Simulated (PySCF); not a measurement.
**TiCl+: from the state search to spectroscopic constants**

What are the lowest state that PBE0 finds, the bond length, vibrational wavenumber and bond energy of TiCl+, and how much do these hang on the method?

The runs use PySCF 2.14.0; Ti def2-TZVPPD, Cl def2-TZVPPD, no relativity.

## (1) The job

The job is set up so:

```json
{"atoms": "Ti, Cl", "charge": "1", "basis": "Ti def2-TZVPPD, Cl def2-TZVPPD", "Hamiltonian": "no relativity", "basis functions": "118", "electrons treated": "38", "masses in u": "47.9479, 34.9689", "levels": "PBE0, PBE, r²SCAN, PBEsol, B97-3, revPBE, PW91, B2PLYP, CAM-B3LYP, HF, MP2, SCS-MP2, CCSD, CCSD(T)", "grid": "80 radial by 434 angular points", "occupations": "held fixed by the projection of orbital angular momentum", "dissociation limit": "Ti+ + Cl, each in its ground configuration", "starting distance in angstrom": "2.335", "values of 2S to try": "0, 2, 4, 6"}
```

Run with:

```sh
OMP_NUM_THREADS=2 python dia.py task.json out
```

The runs that follow: The PBE0 curve of the state that the search chose; Higher solutions at PBE0; PBE (GGA); r²SCAN (meta-GGA); PBEsol; B97-3 (global hybrid GGA); revPBE; PW91 (GGA); B2PLYP; CAM-B3LYP; UHF (mean field); MP2 and coupled cluster.

Q: Predict the outcome of this session. Wanted: for each run, Re; ωe; De; μ.

As calculated:

Lowest PBE0 solution found, without spin–orbit coupling: triplet, unpaired electrons π ↑, δ ↑. State 2 has its PBE0 minimum 0.07 eV higher. State 3 has its PBE0 minimum 0.24 eV higher. State 4 has its PBE0 minimum 0.48 eV higher, as a spin-mixed determinant (⟨S²⟩ = 1.00), so this is no gap between pure states. The other levels ran on the lowest alone.

| level | Re (Å) | ωe (cm⁻¹) | De (eV) | μ (D) |
| --- | --- | --- | --- | --- |
| UHF | 2.259 | 460 | 2.59 | -9.91 |
| UHF-MP2 | 2.192 | 480 | 4.02 | n/a |
| UHF-SCS-MP2 | 2.208 | 474 | 3.92 | n/a |
| UHF-CCSD | 2.205 | 478 | 3.79 | n/a |
| UHF-CCSD(T) | 2.199 | 478 | 3.97 | n/a |
| PBE | 2.176 | 473 | 4.66 | -6.87 |
| PBEsol | 2.158 | 484 | 4.96 | -6.74 |
| revPBE | 2.186 | 466 | 4.50 | -6.98 |
| PW91 | 2.175 | 474 | 4.70 | -6.87 |
| r²SCAN | 2.180 | 480 | 4.49 | -7.42 |
| PBE0 | 2.179 | 485 | 4.29 | -7.72 |
| B97-3 | 2.194 | 476 | 4.40 | -7.93 |
| CAM-B3LYP | 2.185 | 486 | 4.18 | -7.94 |
| B2PLYP | 2.193 | 479 | 4.12 | -8.54 |

De is counted to Ti+ + Cl in their ground configurations. A positive dipole points from Ti to Cl; in an ion it is taken about the centre of mass and does not tell which atom is negative.

Differences from CCSD(T) in the same basis:

| level | Re (mÅ) | ωe (%) |
| --- | --- | --- |
| UHF | +60 | -3.8 |
| UHF-MP2 | -7 | +0.4 |
| UHF-SCS-MP2 | +8 | -1.0 |
| UHF-CCSD | +6 | -0.1 |
| PBE | -24 | -1.1 |
| PBEsol | -42 | +1.2 |
| revPBE | -13 | -2.6 |
| PW91 | -25 | -0.9 |
| r²SCAN | -19 | +0.4 |
| PBE0 | -20 | +1.3 |
| B97-3 | -5 | -0.4 |
| CAM-B3LYP | -14 | +1.5 |
| B2PLYP | -7 | +0.1 |

What this shows: Judged by CCSD(T) in the same basis: best bond length B97-3 (-5 mÅ), worst UHF (+60 mÅ); best wavenumber UHF-CCSD and B2PLYP (0.1 % off), worst UHF (-3.8 %). Among the levels with a De in the table, it runs from 2.59 eV (UHF) to 4.96 eV (PBEsol).

Correlated steps freeze 10 core orbitals. B2PLYP dipoles, levels and charges come from its SCF part alone. The state is the lowest single determinant that the PBE0 search found; with open d or f shells the true ground state can be another one.
